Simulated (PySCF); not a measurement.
# C3H8OSi: the cost of one run

Computed with PySCF 2.14.0, with density-fitted response routines of our own, on a single molecule in the gas phase. Atoms are numbered from 0 throughout.

## Step 1: The starting structure

13 atoms, charge 0, multiplicity 1; geometry from: GFN2-xTB.

Bonds of the start (Å): C0–C1 1.33, C1–C2 1.50, C1–Si3 1.89, Si3–O4 1.63, C0–H5 1.08, C0–H6 1.08, C2–H7 1.09, C2–H8 1.09, C2–H9 1.09, Si3–H10 1.47, Si3–H11 1.46, O4–H12 0.95.

## Step 2: Excited states and response: CAM-B3LYP/def2-SVPD

The job: settings as JSON, then the geometry in Å.

```
{"job": {"kind": "uv", "xc": "CAM-B3LYP", "basis": "def2-SVPD", "nstates": 8, "ntriplets": 3}, "charge": 0, "multiplicity": 1}
C     -0.643591     0.704255    -1.265296
C     -0.378315     0.184293    -0.073830
C     -1.449101     0.071336     0.968648
Si     1.339511    -0.443209     0.411297
O      2.399693    -0.352706    -0.818623
H     -1.625467     1.069081    -1.531810
H      0.111602     0.799690    -2.029029
H     -1.137034     0.577710     1.880569
H     -2.388094     0.503801     0.627829
H     -1.616701    -0.975356     1.218603
H      1.205753    -1.833564     0.865566
H      1.975753     0.413972     1.404093
H      2.201603    -0.718818    -1.675746
```

Level: TDDFT CAM-B3LYP/def2-SVPD, vertical, gas phase, core orbitals frozen in the response.

On the command line:

```sh
$ OMP_NUM_THREADS=1 python probes_run.py task.json out
```

One launch serves the whole session: the jobs run in the order shown.

Q: Estimate the wall time and peak memory of this job on 1 thread of Intel Xeon at 2.50GHz, shared host.

About 65 s, with a peak of 0.74 GiB.
